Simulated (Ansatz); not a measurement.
**C2H5Te+ (SMILES [CH2+][Te]C): functionals against CCSD(T) at one geometry**

How do the functionals fare away from a minimum? The structure is a structure displaced at random from a GFN2-xTB minimum.

The runs use Ansatz 0.2.0, Gaussian basis; single points in def2-TZVPP.

Cores are frozen in the correlated methods. Filled d shells of the heavier atoms are correlated. Core potentials replace the inner electrons past krypton, and spin-orbit coupling is left out. B3LYP uses VWN-RPA correlation.

**1. The starting structure**

SMILES `[CH2+][Te]C`, 8 atoms, charge 1, spin multiplicity 1.

Atoms are counted from 1 here; the program's logs count them from 0.

Bond lengths: C1–Te2 1.934 Å, C1–H4 1.128 Å, C1–H5 0.815 Å, Te2–C3 2.376 Å, C3–H6 0.976 Å, C3–H7 1.178 Å, C3–H8 0.926 Å. Angles: Te2–C1–H4 102.5°, Te2–C1–H5 134.9°, H4–C1–H5 120.5°, C1–Te2–C3 90.6°, Te2–C3–H6 106.9°, Te2–C3–H7 98.2°, Te2–C3–H8 98.7°, H6–C3–H7 109.0°, H6–C3–H8 117.8°, H7–C3–H8 122.2°.

As a file:

```xyz
8

C    -0.4673    1.1050   -1.1011
Te   -1.3933   -0.3282   -0.1905
C     0.6036   -0.9238    0.9519
H    -1.3085    1.6431   -1.6265
H     0.2655    1.4546   -1.0288
H     1.2371   -0.1940    0.8137
H     0.9180   -1.8377    0.2776
H     0.2510   -1.0344    1.8006
```

**2. CCSD(T)/def2-TZVPP**

File run/in.yaml:

```yaml
crystal:
  periodic: [false, false, false]
  atoms:
    - {symbol: C, position_ang: [-0.467300, 1.105000, -1.101100]}
    - {symbol: Te, position_ang: [-1.393300, -0.328200, -0.190500]}
    - {symbol: C, position_ang: [0.603600, -0.923800, 0.951900]}
    - {symbol: H, position_ang: [-1.308500, 1.643100, -1.626500]}
    - {symbol: H, position_ang: [0.265500, 1.454600, -1.028800]}
    - {symbol: H, position_ang: [1.237100, -0.194000, 0.813700]}
    - {symbol: H, position_ang: [0.918000, -1.837700, 0.277600]}
    - {symbol: H, position_ang: [0.251000, -1.034400, 1.800600]}
basis:
  gaussian: {orbitals: def2-TZVPP}
total_charge: 1
correlation: {method: ccsd_t}
output: {forces: true}
```

No record of the launch command was kept for these runs.

**3. PBE0-D4/def2-TZVPP**

Changes to run/in.yaml since step 2:

```diff
@@ -14,3 +14,3 @@
 total_charge: 1
-correlation: {method: ccsd_t}
-output: {forces: true}
+hamiltonian: {xc: pbe0, dispersion: d4}
+output: {forces: true, orbitals: {seedname: orbitals}}
```

**4. wB97M-V/def2-TZVPP**

Changes to run/in.yaml since step 3:

```diff
@@ -14,3 +14,3 @@
 total_charge: 1
-hamiltonian: {xc: pbe0, dispersion: d4}
-output: {forces: true, orbitals: {seedname: orbitals}}
+hamiltonian: {xc: {name: wB97M-V}}
+output: {forces: true}
```

**5. r2SCAN-D4/def2-TZVPP**

Changes to run/in.yaml since step 4:

```diff
@@ -14,3 +14,3 @@
 total_charge: 1
-hamiltonian: {xc: {name: wB97M-V}}
+hamiltonian: {xc: r2scan, dispersion: d4}
 output: {forces: true}
```

**6. PBE-D4/def2-TZVPP**

Changes to run/in.yaml since step 5:

```diff
@@ -14,3 +14,3 @@
 total_charge: 1
-hamiltonian: {xc: r2scan, dispersion: d4}
+hamiltonian: {xc: pbe, dispersion: d4}
 output: {forces: true}
```

**7. B3LYP-D4/def2-TZVPP**

Changes to run/in.yaml since step 6:

```diff
@@ -14,3 +14,3 @@
 total_charge: 1
-hamiltonian: {xc: pbe, dispersion: d4}
+hamiltonian: {xc: {name: B3LYP}, dispersion: d4}
 output: {forces: true}
```

**8. B97M-V/def2-TZVPP**

Changes to run/in.yaml since step 7:

```diff
@@ -14,3 +14,3 @@
 total_charge: 1
-hamiltonian: {xc: {name: B3LYP}, dispersion: d4}
+hamiltonian: {xc: {name: B97M-V}}
 output: {forces: true}
```

(Steps that only read results are left out.)

Q: Predict the outcome of this session. Wanted: energy less free atoms, CCSD(T)/def2-TZVPP; RMS force component; RMS force error; HOMO and LUMO, PBE0-D4; T1 diagnostic.

As calculated:

| quantity | value |
| --- | --- |
| energy less free atoms, CCSD(T)/def2-TZVPP | -1563.9 kJ/mol |
| RMS force component | 7.232 to 7.384 eV/Å over the methods |
| RMS force error | PBE0-D4 0.160, wB97M-V 0.215, r2SCAN-D4 0.084, PBE-D4 0.117, B3LYP-D4 0.115, B97M-V 0.166 eV/Å |
| HOMO and LUMO, PBE0-D4 | -13.80 and -8.91 eV |
| T1 diagnostic | 0.021 |

**Reading.** Against CCSD(T) the functionals' energies less atoms differ by -110.9 to -28.9 kJ/mol, PBE-D4 by -110.9 kJ/mol. CCSD(T) in triple zeta still lacks some correlation energy of the bonds, so part of these gaps is its own basis error and they don't rank the functionals. The forces of r2SCAN-D4 come nearest to CCSD(T), those of wB97M-V are farthest. Frozen-core CCSD(T) forces in triple zeta carry basis errors of their own, and this is one geometry, so small gaps rank nothing. The restricted Hartree–Fock reference is unstable towards an unrestricted one at one or more of these structures.
